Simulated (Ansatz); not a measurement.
Born–Oppenheimer molecular dynamics of a periodic cell of 16 atoms, Li (start crystal Li, start structure bcc, volume 1.15 times the crystal's). It starts from a structure without forces on its atoms.

Computed with DFT PBE, scalar-relativistic, plane waves, PAW (Ansatz). Settings: cutoff 420 eV, k mesh 2x2x2, fermi-dirac smearing 0.1 eV, no spin polarisation.

- ensemble: NVT, Langevin thermostat
- time step: 1 fs
- steps asked: 250
- set temperature: 900 K
- friction: 0.02 /fs
- seed: 219938

First frame:

```xyz
16
Lattice="7.3129 0.0000 0.0000 0.0000 7.3129 0.0000 0.0000 0.0000 7.3129" Properties=species:S:1:pos:R:3
Li 0.000 0.000 0.000
Li 3.656 0.000 0.000
Li 0.000 3.656 0.000
Li 0.000 0.000 3.656
Li 1.828 1.828 1.828
Li 3.656 3.656 0.000
Li 3.656 0.000 3.656
Li 5.485 1.828 1.828
Li 0.000 3.656 3.656
Li 1.828 5.485 1.828
Li 1.828 1.828 5.485
Li 3.656 3.656 3.656
Li 5.485 5.485 1.828
Li 5.485 1.828 5.485
Li 1.828 5.485 5.485
Li 5.485 5.485 5.485
```

Task: What does the run give?

Result: All steps were run.

```
steps done                                               : 250
time covered                                             : 250 fs
mean temperature over the second half                    : 819 K
spread of the potential energy over the second half      : 13.6 meV per atom
mean potential energy of the second half above the start : 104.8 meV per atom
```

A run of 0.25 ps of so small a system gives no equilibrium averages. Limits of this set-up: coarse k mesh.

Task: What happens to the structure?

Result: Mean squared displacements from the first frame to the last, about the centre of mass: Li 0.53 Å². This is one draw of velocities; another would differ in detail.

Task: How do temperature and energy run in time?

Result: 
```json
{"time (fs)": "0.0", "T (K)": "844", "potential energy less start (eV)": "0.000"}
{"time (fs)": "20.0", "T (K)": "698", "potential energy less start (eV)": "0.784"}
{"time (fs)": "40.0", "T (K)": "760", "potential energy less start (eV)": "1.293"}
{"time (fs)": "60.0", "T (K)": "716", "potential energy less start (eV)": "1.778"}
{"time (fs)": "80.0", "T (K)": "675", "potential energy less start (eV)": "2.410"}
{"time (fs)": "100.0", "T (K)": "1119", "potential energy less start (eV)": "1.423"}
{"time (fs)": "120.0", "T (K)": "1188", "potential energy less start (eV)": "1.546"}
{"time (fs)": "140.0", "T (K)": "1141", "potential energy less start (eV)": "1.549"}
{"time (fs)": "160.0", "T (K)": "886", "potential energy less start (eV)": "1.422"}
{"time (fs)": "180.0", "T (K)": "1013", "potential energy less start (eV)": "1.365"}
{"time (fs)": "200.0", "T (K)": "648", "potential energy less start (eV)": "1.895"}
{"time (fs)": "220.0", "T (K)": "726", "potential energy less start (eV)": "1.994"}
{"time (fs)": "240.0", "T (K)": "685", "potential energy less start (eV)": "1.810"}
```

The run took 17 min on 1 thread of Arm Neoverse V1, with other jobs on the host, peak memory 0.6 GiB.
